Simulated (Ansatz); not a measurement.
BN, space group P6_3/mmc, a convergence test of the plane-wave cutoff

Computed with Ansatz 0.2.0, Python API.

Run as a notebook:

**Cell 1**
```python
import csv

import ansatz as az
```

**Cell 2**
```python
bn = (
    az.Lattice.of([2.49824, 0.0, 0.0], [-1.24912, 2.163539, 0.0], [0.0, 0.0, 6.6357])
    .atom("B", [1 / 3, 2 / 3, 0.25])
    .atom("B", [2 / 3, 1 / 3, 0.75])
    .atom("N", [1 / 3, 2 / 3, 0.75])
    .atom("N", [2 / 3, 1 / 3, 0.25])
)
```

**Cell 3**
```python
[site.symbol for site in bn.resolved().sites]
```
Output:
```text
['B', 'B', 'N', 'N']
```

**Cell 4**
```python
calculation = bn.calculation()
calculation = calculation.functional("pbe")
calculation = calculation.kpoints(12, 12, 4).occupations("fixed")
calculation = calculation.stress()

rows = []
for value in [250, 300, 350, 400]:
    rep = calculation.basis(value).run().report
    rows.append((value, rep["free_energy_ev"] / len(rep["lattice"]["sites"]), rep["n_iterations"], sum(rep["stress_gpa"][i][i] for i in range(3)) / 3, rep["n_pw"]))

with open("ecut.csv", "w", newline="") as handle:
    writer = csv.writer(handle)
    writer.writerow(["cutoff (eV)", "F/atom (eV)", "iterations", "P (GPa)", "plane waves"])
    writer.writerows([round(v, 5) if isinstance(v, float) else v for v in row] for row in rows)

# the last row is the reference
for row in rows[:-1]:
    shift = 1000 * (row[1] - rows[-1][1])
    print(f"{row[0]}: {shift:+.2f} meV/atom" + ("  (within 5 meV)" if abs(shift) < 5 else ""))
```
Output:
```text
DeckWarning: basis.ecutwfc = 250 eV is below the records' recommended 420 eV, and the density's cutoff is lower with it unless basis.ecutrho_ratio is high enough to keep the records' density cutoff: compare with a run at a higher cutoff
DeckWarning: basis.ecutwfc = 300 eV is below the records' recommended 420 eV, and the density's cutoff is lower with it unless basis.ecutrho_ratio is high enough to keep the records' density cutoff: compare with a run at a higher cutoff
DeckWarning: basis.ecutwfc = 350 eV is below the records' recommended 420 eV, and the density's cutoff is lower with it unless basis.ecutrho_ratio is high enough to keep the records' density cutoff: compare with a run at a higher cutoff
DeckWarning: basis.ecutwfc = 400 eV is below the records' recommended 420 eV, and the density's cutoff is lower with it unless basis.ecutrho_ratio is high enough to keep the records' density cutoff: compare with a run at a higher cutoff
250: +620.72 meV/atom
300: +148.17 meV/atom
350: +28.15 meV/atom
```

It writes `ecut.csv`:
```csv
cutoff (eV),F/atom (eV),iterations,P (GPa),plane waves
250,-270.57636,7,12.74332,311
300,-271.04891,6,6.38994,427
350,-271.16894,6,5.12338,549
400,-271.19708,6,5.05013,639
```

Notes:
- Of the deposited cell: the entry's cell lengths or inner coordinates differ somewhat from later room-temperature determinations.
- Pressure is positive in compression.
- The starting cell is as deposited in a crystallographic database; the results hold for this polymorph, which needn't be the stable one.
- Warnings are shown shortened and without file and line.
- Shifts are counted from the last row, which is itself no proven limit.
- Timing: 4.4 s on 1 thread of Arm Neoverse V1, with other jobs on the host, peak memory 0.34 GiB.
